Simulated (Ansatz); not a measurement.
# WO+ (octet): from Hartree-Fock to the top rungs, def2-QZVPP

An exercise on one series of results from a longer session: the logs are not shown, and one member is left open.

Computed with Ansatz 0.2.0, Gaussian basis. Level: def2-QZVPP, core rule «outside noble gas», up to 5 orbitals frozen.

To be run: UHF; ROHF; CCSD(T) on UHF.

### The geometry

The geometry is a PBE0/def2-TZVP stationary point (not a proven minimum) of the parent state, kept for this charge and spin. No spin-orbit coupling is included. Elements past krypton take def2 core potentials.

2 atoms, charge 1, spin multiplicity 8.

Atoms are counted from 1 here; the program's logs count them from 0.

Bond lengths: W1–O2 1.995 Å.

Set-up of the first run:

in.yaml

```yaml
crystal:
  periodic: [false, false, false]
  atoms:
    - {symbol: W, position_ang: [0.000000, 0.000000, 0.000000]}
    - {symbol: O, position_ang: [0.000000, 0.000000, 1.994600]}
basis:
  gaussian: {orbitals: "def2-QZVPP.json"}
total_charge: 1
magnetization: {spin_polarized: true, initial_magnetization: 7}
hamiltonian: {xc: hf}
output: {orbitals: {seedname: orbitals}}
```

Run with:

```console
ansatz run in.yaml --threads 1 --pin off --events-out ev --progress --plain --max-ram 4096MiB --backend cpu
```

Among the steps run: UHF; ROHF; CCSD(T) on UHF.

One table of the session follows, with a row left open; its other results are not shown here.

| method | from UCCSD(T) (meV) |
| --- | --- |
| ROHF | +7163.5 |
| UHF | ? |
| UMP2 | +782.8 |
| UCCSD | +174.3 |
| UCCSD(T) | 0 |

Estimate the missing values for UHF.

**Answer.** from UCCSD(T) (meV): +6842.2. In the column «from UCCSD(T) (meV)» it lies between UMP2 (+782.8) and ROHF (+7163.5).
